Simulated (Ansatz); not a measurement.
# SnBrF3: a ladder of functionals and wavefunction methods

One table from this session's results is given with a row withheld; the runs are named, their logs left out.

Computed with Ansatz 0.2.0, Gaussian basis. Level: functionals in def2-TZVPP, the program's frozen cores in correlated methods.

The runs, in order: LDA (SPW92), PBE-D4, revPBE-D4, BLYP-D4, r2SCAN-D4, B97M-V, PBE0-D4, B3LYP-D4, r2SCANh-D4, r2SCAN0-D4, HSE06-D4, BHLYP-D4, CAM-B3LYP-D4, LC-ωPBE, ωB97X-V, ωB97M-V, B2PLYP, PBE-QIDH; CCSD(T)/def2-SVP; CCSD(T)/def2-TZVPP; MP2/def2-QZVPP; extrapolation to the limit; RPA on PBE.

## The geometry

An earlier PBE0-D4 in a triple-zeta def2 set relaxation fixed the geometry. Sn takes the def2 core potential; no spin-orbit term is included.

SMILES `[F][Sn]([F])([F])[Br]`, 5 atoms, charge 0, spin multiplicity 1.

Atoms are counted from 1 here; the program's logs count them from 0.

Bond lengths: F1–Sn2 1.884 Å, Sn2–F3 1.884 Å, Sn2–F4 1.884 Å, Sn2–Br5 2.407 Å. Angles: F1–Sn2–F3 106.5°, F1–Sn2–F4 106.5°, F1–Sn2–Br5 112.3°, F3–Sn2–F4 106.5°, F3–Sn2–Br5 112.3°, F4–Sn2–Br5 112.3°.

Set-up of the first run:

The input, in.yaml:

```yaml
crystal:
  periodic: [false, false, false]
  atoms:
    - {symbol: F, position_ang: [-0.940364, -0.486159, 1.573639]}
    - {symbol: Sn, position_ang: [0.012695, -0.066265, 0.003603]}
    - {symbol: F, position_ang: [1.784710, -0.642587, 0.281828]}
    - {symbol: F, position_ang: [-0.696621, -1.153891, -1.361511]}
    - {symbol: Br, position_ang: [-0.110620, 2.275202, -0.539057]}
basis:
  gaussian: {orbitals: def2-TZVPP}
hamiltonian: {xc: lda}
output: {orbitals: {seedname: orbitals}}
```

Steps of the session up to this table: LDA; PBE-D4 (GGA); revPBE-D4 (GGA); BLYP-D4 (GGA); r2SCAN-D4 (meta-GGA); B97M-V (meta-GGA); PBE0-D4 (hybrid); B3LYP-D4 (hybrid); r2SCANh-D4 (hybrid); r2SCAN0-D4 (hybrid); HSE06-D4 (hybrid); BHLYP-D4 (hybrid); CAM-B3LYP-D4 (range-separated); LC-ωPBE-D4 (range-separated; the results give it without D4); ωB97X-V (range-separated); ωB97M-V (range-separated); B2PLYP (double hybrid); PBE-QIDH (double hybrid).

One of the session's tables, all rows but one given; the rest of the session is left out.

It belongs to the step «Orbital energies across the functionals». 

```
  functional  HOMO (eV)  LUMO (eV)  gap (eV)
 LDA (SPW92)      -8.75      -4.78      3.98
      PBE-D4      -8.55      -4.36      4.18
   revPBE-D4      -8.47      -4.22      4.26
     BLYP-D4      -8.38      -4.33      4.04
   r2SCAN-D4      -8.93      -4.18      4.75
      B97M-V          ?          ?         ?
     PBE0-D4      -9.94      -3.44      6.50
    B3LYP-D4      -9.66      -3.79      5.87
  r2SCANh-D4      -9.44      -3.85      5.59
  r2SCAN0-D4     -10.20      -3.34      6.86
    HSE06-D4      -9.54      -3.82      5.72
    BHLYP-D4     -11.16      -2.50      8.67
CAM-B3LYP-D4     -11.31      -2.46      8.84
     LC-ωPBE     -12.72      -1.11     11.61
     ωB97X-V     -12.34      -1.23     11.10
     ωB97M-V     -12.20      -1.34     10.86
```

Q: Estimate the row for B97M-V from the others.

As computed: HOMO (eV): -8.97; LUMO (eV): -4.11; gap (eV): 4.86. In the column «HOMO (eV)» it lies between r2SCANh-D4 (-9.44) and r2SCAN-D4 (-8.93).
